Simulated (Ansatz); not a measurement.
**FH5O4Si2: one species, many methods**

Aim: compute FH5O4Si2 with functionals from several rungs and with coupled cluster. The yardstick is the atomisation energy at the CCSD(T) limit.

Program: Ansatz 0.2.0, Gaussian basis. Level of theory: functionals in def2-TZVPP, the program's frozen cores in correlated methods. These are calculated values, not measurements.

The runs, in order: PBE-D4, r2SCAN-D4, PBE0-D4, B3LYP-D4, ωB97X-V, ωB97M-V, B2PLYP; CCSD(T)/def2-TZVPP; MP2/def2-QZVPP; extrapolation to the limit.

## Step 1: Structure used throughout

The geometry comes from an earlier relaxation with PBE0-D4 in a triple-zeta def2 set; it is a stationary point, not always the lowest conformer.

SMILES `O[SiH](O)O[SiH](O)F`, 12 atoms, charge 0, spin multiplicity 1.

Atoms are counted from 1 here; the program's logs count them from 0.

Bond lengths: O1–Si2 1.623 Å, O1–H8 0.958 Å, Si2–O3 1.633 Å, Si2–O4 1.643 Å, Si2–H9 1.471 Å, O3–H10 0.960 Å, O4–Si5 1.615 Å, Si5–O6 1.618 Å, Si5–F7 1.603 Å, Si5–H11 1.466 Å, O6–H12 0.958 Å. Angles: Si2–O1–H8 118.2°, O1–Si2–O3 108.7°, O1–Si2–O4 111.9°, O1–Si2–H9 106.3°, O3–Si2–O4 108.9°, O3–Si2–H9 113.7°, O4–Si2–H9 107.4°, Si2–O3–H10 117.7°, Si2–O4–Si5 142.8°, O4–Si5–O6 112.1°, O4–Si5–F7 105.9°, O4–Si5–H11 113.2°, O6–Si5–F7 110.4°, O6–Si5–H11 107.6°, F7–Si5–H11 107.7°, Si5–O6–H12 119.9°.

## Step 2: PBE-D4 (GGA)

in.yaml

```yaml
crystal:
  periodic: [false, false, false]
  atoms:
    - {symbol: O, position_ang: [-0.116462, -0.452201, -2.685992]}
    - {symbol: Si, position_ang: [-0.359115, -0.855160, -1.132442]}
    - {symbol: O, position_ang: [0.863070, -1.823620, -0.646129]}
    - {symbol: O, position_ang: [-0.411048, 0.466598, -0.158710]}
    - {symbol: Si, position_ang: [0.234507, 1.105878, 1.176971]}
    - {symbol: O, position_ang: [-0.885567, 1.777163, 2.132349]}
    - {symbol: F, position_ang: [0.962121, -0.104981, 1.935554]}
    - {symbol: H, position_ang: [0.781170, -0.280460, -2.974721]}
    - {symbol: H, position_ang: [-1.681404, -1.497121, -1.074880]}
    - {symbol: H, position_ang: [1.099831, -1.811474, 0.284012]}
    - {symbol: H, position_ang: [1.246681, 2.128396, 0.895515]}
    - {symbol: H, position_ang: [-1.733785, 1.346982, 2.248483]}
basis:
  gaussian: {orbitals: def2-TZVPP}
hamiltonian: {xc: pbe, dispersion: d4}
output: {forces: true, orbitals: {seedname: orbitals}}
```

Launch:

```console
ansatz run in.yaml --threads 2 --pin off --events-out ev --progress --plain --max-ram 32768MiB --backend cuda --devices 0, --max-vram 18GiB
```

Further steps of the session: r2SCAN-D4 (meta-GGA); PBE0-D4 (hybrid); B3LYP-D4 (hybrid); ωB97X-V (range-separated); ωB97M-V (range-separated); B2PLYP (double hybrid); CCSD(T) in def2-TZVPP; MP2 in def2-QZVPP.

Before running them: what should the planned runs give, taken together? Wanted: atomisation energy, CCSD(T)/CBS; farthest; mean size of error, hybrid; mean size of error, range-separated; gap, smallest and largest; T1 diagnostic; triples share of the correlation energy.

The runs gave:

```
                               quantity                                 value
        atomisation energy, CCSD(T)/CBS                       1207.1 kcal/mol
functionals within 6.0 kcal/mol (0.5 %)                                PBE-D4
                               farthest              PBE0-D4 (-31.5 kcal/mol)
             mean size of error, hybrid                         25.8 kcal/mol
    mean size of error, range-separated                          7.7 kcal/mol
              gap, smallest and largest  7.41 eV (PBE-D4), 14.36 eV (ωB97X-V)
                          T1 diagnostic                                0.0118
triples share of the correlation energy                                 3.2 %
```

**Reading.** PBE-D4 is off by -3.9 kcal/mol. Double hybrids carry the basis error of their MP2 part in triple zeta, and no dispersion term here, so their miss is partly the set-up's. The reference freezes the cores and leaves out relativity and excitations past (T), so misses under about 6.0 kcal/mol can't be ranked. Hartree-Fock recovers 71 % of the binding; the rest is correlation. The gap grows from 7.4 to 14.4 eV across the functionals, mostly with the share of exact exchange.
